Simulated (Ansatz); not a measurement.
# ZnSiH₃ radical: an energy map over bond length Si1–H4 and bond length Si1–H5

A grid of calculations on H3SiZn, SMILES [SiH3][Zn], spin multiplicity 2, to see where the energy is lowest and how it rises around there.

Program: Ansatz 0.2.0. Level of theory: UKS r2SCAN0-D4/def2-SVP. These are calculated values, not measurements.

**1. The starting structure**

SMILES `[SiH3][Zn]`, 5 atoms, charge 0, spin multiplicity 2.

Atoms are counted from 1 here; the program's logs count them from 0.

Bond lengths: Si1–Zn2 2.510 Å, Si1–H3 1.512 Å, Si1–H4 1.512 Å, Si1–H5 1.512 Å. Angles: Zn2–Si1–H3 110.0°, Zn2–Si1–H4 112.4°, Zn2–Si1–H5 111.1°, H3–Si1–H4 107.7°, H3–Si1–H5 107.6°, H4–Si1–H5 107.9°.

Geometry (Å):

```xyz
5

Si   -0.1472    0.0703   -0.0638
Zn    1.9842   -0.9864    0.7375
H    -1.1560    0.1165    1.0619
H    -0.7715   -0.6909   -1.2111
H     0.0905    1.4905   -0.5245
```

This geometry comes from a loose relaxation at PBE in a small basis, which is not shown.

**3. Plan of the scan**

First coordinate, bond length Si1–H4: 9 values from 1.255 to 1.943 Å. Second coordinate, bond length Si1–H5: 9 values from 1.285 to 2.092 Å.

Nothing else is relaxed (all other coordinates rigid). Energies count from the relaxed molecule at the same level.

(The set-up runs are not shown.)

**4. Point bond length Si1–H4 = 1.685 Å, bond length Si1–H5 = 1.285 Å**

Input file input.yaml:

```yaml
crystal:
  periodic: [false, false, false]
  atoms:
    - { symbol: Si, position_ang: [-0.140869, 0.070367, -0.05137] }
    - { symbol: Zn, position_ang: [1.966801, -0.982656, 0.716429] }
    - { symbol: H, position_ang: [-1.15844, 0.124293, 1.041583] }
    - { symbol: H, position_ang: [-0.828281, -0.780279, -1.333201] }
    - { symbol: H, position_ang: [0.051635, 1.275687, -0.453081] }
magnetization:
  spin_polarized: true
  initial_magnetization: 1
basis:
  gaussian: { orbitals: def2-SVP }
hamiltonian:
  xc: { name: r2SCAN0 }
  dispersion: d4
output:
  forces: true
```

On the command line:

```sh
$ ansatz run input.yaml --threads 1 --pin off --max-ram 2560MiB --backend cpu --events-out ev --progress --plain --runs-dir out
```

The session goes on with these runs: the other points that were computed.

What does the calculation give? Wanted: lowest point; highest computed point; dipole moment; largest force on an atom.

The runs gave:

```
                       quantity                                                                                                                                                               value
                   lowest point                                                                                           bond length Si1–H4 = 1.513 Å, bond length Si1–H5 = 1.487 Å, 0.08 kcal/mol
         highest computed point                                                                          bond length Si1–H4 = 1.943 Å, bond length Si1–H5 = 2.092 Å, 56.2 kcal/mol above the lowest
              dipole moment (D)  1.16 at bond length Si1–H4 = 1.255 Å, bond length Si1–H5 = 1.285 Å to 2.62 at bond length Si1–H4 = 1.943 Å, bond length Si1–H5 = 2.092 Å; 1.44 at the lowest point
largest force on an atom (eV/Å)     0.4 at bond length Si1–H4 = 1.513 Å, bond length Si1–H5 = 1.487 Å to 8.6 at bond length Si1–H4 = 1.255 Å, bond length Si1–H5 = 2.092 Å; 0.4 at the lowest point
        time for the whole task                                                                                                                                     12 min on 1 thread, shared host
```

The lowest computed point is at bond length Si1–H4 = 1.513 Å, bond length Si1–H5 = 1.487 Å, 0.08 kcal/mol from the relaxed molecule at the same level. The grid shows no other well, apart from its symmetry copies. The highest computed point, bond length Si1–H4 = 1.943 Å, bond length Si1–H5 = 2.092 Å, lies 56.2 kcal/mol above the lowest. Round the minimum the two coordinates are nearly uncoupled.
